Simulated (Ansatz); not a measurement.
# LuVO4: the cost of one run

Method: DFT PBEsol, scalar-relativistic, plane waves, PAW, in Ansatz 0.2.0.

### Step 1. The structure to begin with

It takes space group I4_1/amd (No. 141, tetragonal). Conventional cell: a = 7.007 Å, b = 7.007 Å, c = 6.176 Å, α = 90.00°, β = 90.00°, γ = 90.00°. Lu (site symmetry -4m2) is surrounded by 8 O at 2.24 to 2.39 Å. V (site symmetry -4m2) is surrounded by 4 O at 1.71 Å. Around O (site symmetry m) lie 1 V at 1.71 Å and 2 Lu at 2.24 to 2.39 Å.

Coordinates:

```cif
data_structure
_symmetry_space_group_name_H-M 'P 1'
_symmetry_Int_Tables_number 1
_cell_length_a 5.8379
_cell_length_b 5.8379
_cell_length_c 5.8379
_cell_angle_alpha 106.246
_cell_angle_beta 106.246
_cell_angle_gamma 116.134
_cell_volume 151.59
loop_
_atom_site_label
_atom_site_type_symbol
_atom_site_fract_x
_atom_site_fract_y
_atom_site_fract_z
_atom_site_occupancy
Lu1 Lu 0.75000 0.25000 0.50000 1
Lu2 Lu 0.00000 0.00000 0.00000 1
V1 V 0.50000 0.50000 0.00000 1
V2 V 0.25000 0.75000 0.50000 1
O1 O 0.51109 0.32371 0.18738 1
O2 O 0.07371 0.38632 0.31262 1
O3 O 0.13632 0.32371 0.81262 1
O4 O 0.07371 0.76109 0.68738 1
O5 O 0.23891 0.92629 0.31262 1
O6 O 0.67629 0.48891 0.81262 1
O7 O 0.61368 0.92629 0.68738 1
O8 O 0.67629 0.86368 0.18738 1
```

This cell comes from an earlier session at PBEsol: 12.633 Å³/atom at 0.00 GPa, on a 6×6×6 mesh.

### Step 2. Volume × 0.96

The input, input.yaml:

```yaml
crystal:
  lattice:
    - [-3.4559821379, 3.4559821379, 3.0461264861]
    - [3.4559821379, -3.4559821379, 3.0461264861]
    - [3.4559821379, 3.4559821379, -3.0461264861]
  atoms:
    - { symbol: Lu, position: [0.75, 0.25, 0.5] }
    - { symbol: Lu, position: [0.0, 0.0, 0.0] }
    - { symbol: V, position: [0.5, 0.5, 0.0] }
    - { symbol: V, position: [0.25, 0.75, 0.5] }
    - { symbol: O, position: [0.5110856267, 0.3237051896, 0.1873804371] }
    - { symbol: O, position: [0.0737051896, 0.3863247526, 0.3126195629] }
    - { symbol: O, position: [0.1363247526, 0.3237051896, 0.8126195629] }
    - { symbol: O, position: [0.0737051896, 0.7610856267, 0.6873804371] }
    - { symbol: O, position: [0.2389143733, 0.9262948104, 0.3126195629] }
    - { symbol: O, position: [0.6762948104, 0.4889143733, 0.8126195629] }
    - { symbol: O, position: [0.6136752474, 0.9262948104, 0.6873804371] }
    - { symbol: O, position: [0.6762948104, 0.8636752474, 0.1873804371] }
basis:
  ecutwfc: 420
  ecutrho_ratio: 4
kpoints:
  mp_grid: { grid: [6, 6, 6] }
hamiltonian:
  xc: pbesol
scf:
  occupations: { method: gaussian, width: 0.05 }
output:
  forces: true
  stress: true
  eigenvalues: true
relax:
  f_tol: 0.01
  max_steps: 40
  cell: { stress_tol: 0.1, fix: [volume] }
```

Started as:

```bash
$ ansatz run input.yaml --threads 2 --pin off --max-ram 5120MiB --backend cpu --events-out ev --progress --plain --runs-dir out
```

Q: Estimate wall time and peak memory on 2 threads of Intel Xeon at 2.50GHz (Skylake/Cascade Lake), shared host.

About 1.9 min, with a peak of 0.67 GiB.
